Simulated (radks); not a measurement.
**V¹⁰⁺ in [Ne] 3s1 3p1 4f1: an all-electron calculation**

Aim: the levels, the sizes of the orbitals and the parts of the energy of the vanadium ion V10+.

Program: radks (a radial shooting solver on a logarithmic mesh, Libxc functionals) version 1. Level of theory: non-relativistic Kohn-Sham, PBEsol, spin-polarised, spherical densities, point nucleus; open shells are filled with parallel spins first. These are calculated values, not measurements, unless marked.

## Step 1: What is computed

```
element       : vanadium (Z = 23)
charge        : +10
electrons     : 13
configuration : [Ne] 3s1 3p1 4f1
```

The outer shells:

V¹⁰⁺
```
[Ne] core
3s [↑ ]
3p [↑ ][  ][  ]
4f [↑ ][  ][  ][  ][  ][  ][  ]
```

## Step 2: The run

The run's settings:

```text
Z 23
configuration [Ne] 3s1 3p1 4f1 4s0 3d0 4p0 5f0
relativity non-relativistic
functional pbe_sol,pbe_sol
spin polarised
nucleus point
```

**Question.** What will this run give?

**Answer**, as computed:

| quantity | value |
| --- | --- |
| total energy | -897.88463 hartree |
| exchange-correlation share of it | 4.06 % |
| −T/E | 0.9994 |
| highest occupied level | 4f up, -101.19 eV |
| most extended occupied level | 4f up, <r> = 1.52 bohr |
| radius at density 0.001 e/bohr³ | 2.66 bohr |
| maxima of the radial density | 2 |

What this shows: The radial density shows 2 maxima for 4 occupied principal shells; where shells overlap, one shows as a shoulder or not at all. −T/E = 0.9994, near the virial value of 1. This is not the tabulated ground configuration, so its levels and sizes aren't those of the ground state, and no measured value stands beside it.
